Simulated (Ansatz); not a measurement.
# C3H4Al: the cost of one run

Program: Ansatz 0.2.0. Level of theory: UKS PBE0-D4/def2-SVP. These are calculated values, not measurements.

## 1. The system as given

SMILES `C#[C][Al][CH3]`, 8 atoms, charge 0, spin multiplicity 2.

Atoms are counted from 1 here; the program's logs count them from 0.

Bond lengths: C1–C2 1.236 Å, C1–H5 1.083 Å, C2–Al3 1.930 Å, Al3–C4 1.978 Å, C4–H6 1.112 Å, C4–H7 1.112 Å, C4–H8 1.107 Å. Angles: C2–C1–H5 179.3°, C1–C2–Al3 174.1°, C2–Al3–C4 118.0°, Al3–C4–H6 108.9°, Al3–C4–H7 109.0°, Al3–C4–H8 114.2°, H6–C4–H7 107.2°, H6–C4–H8 108.6°, H7–C4–H8 108.7°.

Geometry (Å):

```xyz
8

C     2.7001    0.0619    0.5348
C     1.5146   -0.2868    0.4910
Al   -0.2819   -0.9908    0.5303
C    -1.6992    0.0273   -0.4001
H     3.7359    0.3775    0.5665
H    -1.7563    1.0482    0.0369
H    -1.4185    0.1427   -1.4698
H    -2.7026   -0.4371   -0.3453
```

This geometry comes from a loose relaxation at PBE in a small basis, which is not shown.

## 3. Plan of the scan

The axes are (1) angle C2–Al3–C4: 9 values from 72.9 to 162.9 °; (2) change of the bonds Al3–C2, Al3–C4, all alike: 9 values from −0.214 to 0.331 Å.

Nothing else is relaxed (all other coordinates rigid). Energies count from the relaxed molecule at the same level. Points are written as (first, second).

(The set-up runs are not shown.)

## 4. Point (117.9°, −0.010 Å)

Input file input.yaml:

```yaml
crystal:
  periodic: [false, false, false]
  atoms:
    - { symbol: C, position_ang: [2.669042, 0.059162, 0.530678] }
    - { symbol: C, position_ang: [1.499557, -0.300246, 0.49473] }
    - { symbol: Al, position_ang: [-0.284977, -0.994122, 0.527672] }
    - { symbol: C, position_ang: [-1.677792, 0.02259, -0.392582] }
    - { symbol: H, position_ang: [3.695258, 0.382821, 0.557184] }
    - { symbol: H, position_ang: [-1.730469, 1.037283, 0.039412] }
    - { symbol: H, position_ang: [-1.400639, 0.136839, -1.455163] }
    - { symbol: H, position_ang: [-2.677192, -0.432567, -0.338677] }
magnetization:
  spin_polarized: true
  initial_magnetization: 1
basis:
  gaussian: { orbitals: def2-SVP }
hamiltonian:
  xc: pbe0
  dispersion: d4
output:
  forces: true
```

Run with:

```
$ ansatz run input.yaml --threads 1 --pin off --max-ram 2560MiB --backend cpu --events-out ev --progress --plain --runs-dir out
```

Q: Estimate wall time and peak memory on 1 thread of Arm Neoverse V2, shared host.

About 4.4 s, with a peak of 0.19 GiB.
